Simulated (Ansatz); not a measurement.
# C2N2O3: the cost of one run

Computed with Ansatz 0.2.0 (the levels named in each step, unless a step's input says otherwise).

### 1 The system as given

Bond lengths: N1–N2 1.098 Å, O3–C4 1.144 Å, C4–O5 1.144 Å, C6–O7 1.127 Å. Angles: O3–C4–O5 179.4°.

As a file:

```xyz
7

N    -0.2755   -1.1451   -2.3883
N     0.0621   -0.2770   -1.8066
O     1.5583    1.2635    0.6340
C     0.4428    1.5057    0.5643
O    -0.6723    1.7544    0.5044
C    -0.8940   -2.1600    1.4704
O    -0.3604   -1.2818    1.0066
```

### 2 A rough first relaxation, PBE-D4/def2-SVP

This run stands in another session on the same molecule. It ended at:

```xyz
7

N    -0.3232   -1.1977   -2.3426
N     0.0933   -0.2601   -1.9145
O     1.6128    1.3314    0.6424
C     0.4650    1.5659    0.5678
O    -0.6820    1.8078    0.4998
C    -0.9322   -2.2771    1.3851
O    -0.3727   -1.3104    1.1468
```

### 3 Relaxation, r2SCAN-D4/def2-TZVPP

Input file input.yaml:

```yaml
crystal:
  periodic: [false, false, false]
  atoms:
    - { symbol: "N", position_ang: [-0.32315663, -1.1977249, -2.34255715] }
    - { symbol: "N", position_ang: [0.09325997, -0.26006045, -1.91452257] }
    - { symbol: O, position_ang: [1.61275717, 1.3314013, 0.64237144] }
    - { symbol: C, position_ang: [0.46503588, 1.56594711, 0.56782393] }
    - { symbol: O, position_ang: [-0.6820456, 1.80776521, 0.49982264] }
    - { symbol: C, position_ang: [-0.93222726, -2.27714169, 1.38505259] }
    - { symbol: O, position_ang: [-0.37269354, -1.31044657, 1.14679913] }
basis:
  gaussian: { orbitals: def2-TZVPP }
hamiltonian:
  xc: r2scan
  dispersion: d4
relax:
  f_tol: 0.002
  max_steps: 150
```

Command:

```bash
$ ansatz run input.yaml --threads 4 --pin off --max-ram 10240MiB --backend cpu --events-out ev --progress --plain --runs-dir out
```

**Question.** How long does this run take on 4 threads of Intel Xeon Platinum 8488C (Sapphire Rapids), shared host, and how much memory does it need?

About 78 s, with a peak of 0.46 GiB.
